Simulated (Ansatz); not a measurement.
Crystal: AlV2C.

```xyz
8
Lattice="2.8876 0.0000 0.0000 -1.4438 2.5007 0.0000 0.0000 0.0000 13.1048" Properties=species:S:1:pos:R:3 pbc="T T T"
V     0.0000    1.6672   11.9728
V     1.4438    0.8336    1.1320
V     1.4438    0.8336    5.4204
V     0.0000    1.6672    7.6845
Al    1.4438    0.8336    9.8286
Al    0.0000    1.6672    3.2762
C     0.0000    0.0000    6.5524
C     0.0000    0.0000    0.0000
```

The cell comes from a database or a generator and needn't be the stable form of this composition.

```yaml
Program: Ansatz 0.2.0
Task: relaxation of cell and atoms
Functional: BLYP
Potentials_or_basis: Ansatz PAW
Cutoff: "420 eV (not typed: the program's choice for these potentials)"
k_mesh: 11 × 11 × 2
Occupations: fermi-dirac, width 0.05 eV
Spin: collinear spin, ferromagnetic start
Starting_moments: "[2.0, 2.0, 2.0, 2.0, 0.0, 0.0, 0.0, 0.0] μB"
```

At the start: volume 11.83 Å³/atom.

Question: How do energy, volume and symmetry change on relaxing?

Answer: It ends after 7 steps and the volume is 12.40 Å³/atom (+4.9 %); space group P6_3/mmc (No. 194, to 0.05 Å); moment 0.00 μB per cell.

Step by step:
```
step  energy change (eV)  largest force (eV/Å)  volume (Å³)
   1              0.0000                0.1586        94.63
   2             -0.1104                0.2439        99.13
   3             -0.1155                0.0726        99.16
   4             -0.1160                0.0004        99.17
   5             -0.1232                0.0014        99.17
   6             -0.1231                0.0000        99.24
   7             -0.1232                0.0000        99.24
```

Final structure:
```yaml
crystal:
  lattice:
    - [2.94859, 0.00000, 0.00000]
    - [-1.47429, 2.55355, 0.00000]
    - [0.00000, 0.00000, 13.18006]
  atoms:
    - { symbol: V, position: [0.33333, 0.66667, 0.91459] }
    - { symbol: V, position: [0.66667, 0.33333, 0.08541] }
    - { symbol: V, position: [0.66667, 0.33333, 0.41459] }
    - { symbol: V, position: [0.33333, 0.66667, 0.58541] }
    - { symbol: Al, position: [0.66667, 0.33333, 0.75000] }
    - { symbol: Al, position: [0.33333, 0.66667, 0.25000] }
    - { symbol: C, position: [0.00000, 0.00000, 0.50000] }
    - { symbol: C, position: [0.00000, 0.00000, 0.00000] }
```

Caveat: the plane-wave basis is chosen anew once the cell has moved, so the energies of steps on either side of that aren't comparable; the PAW data sets come from PBE, with cores solved anew for the run's functional, which leaves a small shift of forces and pressure; the starting moments weren't kept.
